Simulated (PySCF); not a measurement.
# BrH7Si4: the cost of one run

The runs use PySCF 2.14.0, with density-fitted response routines of our own; the level of theory stands in each step. All values are computed, except where a source is named. Atoms count from 0, in the outputs and in this text.

## Step 1: Starting geometry

12 atoms, charge 0, multiplicity 1; geometry from: PBE0-D3(BJ)/def2-SVP.

Bonds of the start (Å): Br0–Si1 2.25, Si1–Si2 2.35, Si2–Si3 2.37, Si3–Si4 2.37, Si4–Si1 2.35, Si1–H5 1.49, Si2–H6 1.50, Si2–H7 1.49, Si3–H8 1.49, Si3–H9 1.49, Si4–H10 1.50, Si4–H11 1.49.

## Step 2: X-ray photoelectron lines: SCAN, X2C

The job: settings as JSON, then the geometry in Å.

```
{"job": {"kind": "xps"}, "charge": 0, "multiplicity": 1}
Br     2.548451     0.922486    -1.161546
Si     1.356176     0.548578     0.713342
Si    -0.751158     1.479812     0.231998
Si    -1.142919    -0.483871    -1.029932
Si     0.423140    -1.585015     0.365157
H      2.199423     0.922656     1.886336
H     -1.626452     1.454529     1.448267
H     -0.802628     2.824544    -0.414281
H     -0.646697    -0.357800    -2.432887
H     -2.539048    -1.017235    -1.025288
H     -0.275526    -2.067623     1.599613
H      1.303830    -2.656558    -0.186874
```

Level: delta-SCF UKS SCAN, pcX-2 on the ionised atom, pcseg-1 elsewhere, spin-free X2C.

Run with:

```console
$ OMP_NUM_THREADS=1 python probes_run.py task.json out
```

This one command runs all jobs of the session in turn.

Q: Estimate the wall time and peak memory of this first job on 1 thread of Arm Neoverse N1, shared host.

About 74 s, with a peak of 0.63 GiB.
